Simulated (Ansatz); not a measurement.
# WS2: compression at zero temperature

One table from this session's results is given with a row withheld; the runs are named, their logs left out.

Method: DFT PBEsol+D3(BJ), scalar-relativistic, plane waves, PAW, in Ansatz 0.2.0.

2 further runs of the same task are left out: 2 set aside as unsound or not needed.

## The system as given

Symmetry: P6_3/mmc, No. 194, hexagonal system. Conventional cell: a = 3.115 Å, b = 3.115 Å, c = 11.773 Å, α = 90.00°, β = 90.00°, γ = 120.00°. W (site symmetry -6m2) has 6 S at 2.39 Å as nearest neighbours. Around S (site symmetry 3m) lie 3 W at 2.39 Å.

Structure file:

```cif
data_structure
_symmetry_space_group_name_H-M 'P 1'
_symmetry_Int_Tables_number 1
_cell_length_a 3.1147
_cell_length_b 3.1147
_cell_length_c 11.7734
_cell_angle_alpha 90.000
_cell_angle_beta 90.000
_cell_angle_gamma 120.000
_cell_volume 98.92
loop_
_atom_site_label
_atom_site_type_symbol
_atom_site_fract_x
_atom_site_fract_y
_atom_site_fract_z
_atom_site_occupancy
W1 W 0.33333 0.66667 0.75000 1
W2 W 0.66667 0.33333 0.25000 1
S1 S 0.33333 0.66667 0.11647 1
S2 S 0.66667 0.33333 0.61646 1
S3 S 0.33333 0.66667 0.38354 1
S4 S 0.66667 0.33333 0.88353 1
```

It goes back to an entry of the Materials Project, which need not be the stable form.

This cell was relaxed beforehand with the same method: volume 16.49 Å³/atom, gap on the mesh 0.66 eV.

The first run:

input.yaml reads:

```yaml
crystal:
  lattice:
    - [3.1147449149, 0.0, 0.0]
    - [-1.5573724574, 2.6974482226, 0.0]
    - [0.0, 0.0, 11.7733990136]
  atoms:
    - { symbol: W, position: [0.3333333333, 0.6666666667, 0.749997329] }
    - { symbol: W, position: [0.6666666667, 0.3333333333, 0.250002671] }
    - { symbol: S, position: [0.3333333333, 0.6666666667, 0.1164676246] }
    - { symbol: S, position: [0.6666666667, 0.3333333333, 0.6164625732] }
    - { symbol: S, position: [0.3333333333, 0.6666666667, 0.3835374268] }
    - { symbol: S, position: [0.6666666667, 0.3333333333, 0.8835323754] }
basis:
  ecutwfc: 420
kpoints:
  mp_grid: { grid: [12, 12, 4] }
  band_path: { path: [VBM, CBM], npoints: 2 }
hamiltonian:
  xc: pbesol
  dispersion: d3bj
scf:
  occupations: { method: gaussian, width: 0.02 }
output:
  forces: true
  stress: true
  eigenvalues: true
checkpoint:
  read: start.run
  write: ck
  compress: false
  write_wavefunctions: false
  write_every: 100000
```

Launch:

```sh
ansatz run input.yaml --threads 1 --pin off --max-ram 2560MiB --backend cpu --events-out ev --progress --plain --runs-dir out
```

Among the steps run: Band edges over the zone; Target pressure -2 GPa; Seeking the band edges at -2 GPa; Target pressure 2 GPa; The gap over the whole zone at 2 GPa; Relaxing at 5 GPa; The gap over the whole zone at 5 GPa; 10 GPa; The gap over the whole zone at 10 GPa; Target pressure 20 GPa; Target pressure 40 GPa.

One of the session's tables, all rows but one given; the rest of the session is left out.

Lengths are those of the vectors of the cell that was run:

```
P (GPa)  V (Å³/atom)  a (Å)  b (Å)   c (Å)  ΔH (eV/atom)
     -2        17.07  3.131  3.131  12.058        -0.209
      0        16.49  3.115  3.115  11.773         0.000
      2        16.08  3.100  3.100  11.591         0.203
      5        15.60  3.079  3.079  11.401         0.499
     10            ?      ?      ?       ?             ?
     20        14.10  2.994  2.994  10.900         1.883
     40        12.91  2.909  2.909  10.567         3.563
```

Estimate the missing values for P (GPa) = 10.

Worked estimate for «V (Å³/atom)». A straight line through the neighbours (5, 15.60) and (20, 14.10) gives 15.60 + (14.10 − 15.60) × (10 − 5) / (20 − 5) = 15.10; a parabola fitted to 4 rows on both sides gives 15.06.

**Answer.** V (Å³/atom): 14.99; a (Å): 3.047; b (Å): 3.047; c (Å): 11.183; ΔH (eV/atom): 0.976. In «V (Å³/atom)» the line misses by +0.11 and the parabola by +0.07.

ΔH is E + PV over the energy at zero pressure; a, b and c are the vectors of the computed cell.

To keep in mind: Other structures may take over in this range; these runs cannot find them. Warnings in the runs' records: structure snapped to symmetry.
